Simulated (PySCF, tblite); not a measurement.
**C4H7BF3O−: infrared bands and NMR shifts**

Aim: predict the infrared bands and NMR shifts of C4H7BF3O− (`[BH3-][C@@H]1CO[C@@H]1C(F)(F)F`).

Programs: tblite 0.8.0 and PySCF 2.14.0, with density-fitted response routines of our own. Each step states its level of theory. These are calculated values for one molecule in the gas phase, unless marked as measured. Atoms count from 0, in the outputs and in this text.

## (1) Starting geometry

16 atoms, charge -1, multiplicity 1; geometry from: GFN2-xTB.

Bonds of the start (Å): B0–C1 1.65, C1–C2 1.53, C2–O3 1.44, O3–C4 1.42, C4–C5 1.52, C5–F6 1.37, C5–F7 1.33, C5–F8 1.34, C4–C1 1.54, B0–H9 1.21, B0–H10 1.22, B0–H11 1.21, C1–H12 1.09, C2–H13 1.10, C2–H14 1.09, C4–H15 1.10.

## (2) Vibrational analysis with GFN2-xTB

The job: settings as JSON, then the geometry in Å.

```
{"job": {"kind": "ir", "xc": "GFN2-xTB", "basis": "xTB"}, "charge": -1, "multiplicity": 1}
B     -1.624805     0.705041     0.350745
C     -0.704913    -0.424401    -0.428527
C     -0.142376    -1.622343     0.347570
O      1.170953    -1.415079    -0.211485
C      0.769013    -0.186961    -0.809604
C      1.507929     0.974106    -0.164221
F      2.830900     0.956934    -0.533227
F      1.537280     0.972836     1.166108
F      1.080222     2.179303    -0.564178
H     -1.788355     1.645573    -0.398777
H     -2.693263     0.176650     0.598006
H     -1.093792     1.061734     1.378184
H     -1.229356    -0.774110    -1.322647
H     -0.522248    -2.621171     0.106085
H     -0.128726    -1.483806     1.432007
H      1.023935    -0.135362    -1.880306
```

**Question.** This job is followed by: GIAO PBE0/pcSseg-1 NMR shielding, non-relativistic, gas phase. What will the session give for the following? strongest single infrared mode (GFN2-xTB); zero-point energy (GFN2-xTB); 13C shifts against TMS (PBE0/pcSseg-1); 1H shifts against TMS (PBE0/pcSseg-1, means over atoms taken as alike); 11B shifts against BF3·OEt2 (PBE0/pcSseg-1); 17O shifts against H2O (PBE0/pcSseg-1); 19F shifts against CFCl3 (PBE0/pcSseg-1, means over atoms taken as alike).

As calculated:

```
                                                                 quantity                             value
                                strongest single infrared mode (GFN2-xTB)             2182 cm⁻¹, 551 km/mol
                                             zero-point energy (GFN2-xTB)                     67.2 kcal/mol
                                   13C shifts against TMS (PBE0/pcSseg-1)       138.0, 90.7, 87.0, 38.3 ppm
   1H shifts against TMS (PBE0/pcSseg-1, means over atoms taken as alike)  4.60, 4.56, 4.54, 3.05, 0.45 ppm
                              11B shifts against BF3·OEt2 (PBE0/pcSseg-1)                         -40.9 ppm
                                   17O shifts against H2O (PBE0/pcSseg-1)                          35.4 ppm
19F shifts against CFCl3 (PBE0/pcSseg-1, means over atoms taken as alike)                         -88.1 ppm
```

**Reading.** All 42 modes are real, so the xTB geometry is a minimum. The strongest single mode, at 2182 cm⁻¹, moves mainly H10. Unscaled tight-binding wavenumbers are off by several per cent, some by more. Its intensities can rank the bands wrongly. At PBE0/pcSseg-1: The widest tensor belongs to F6, F7, F8: span 170 ppm, with a paramagnetic part of -215 ppm.
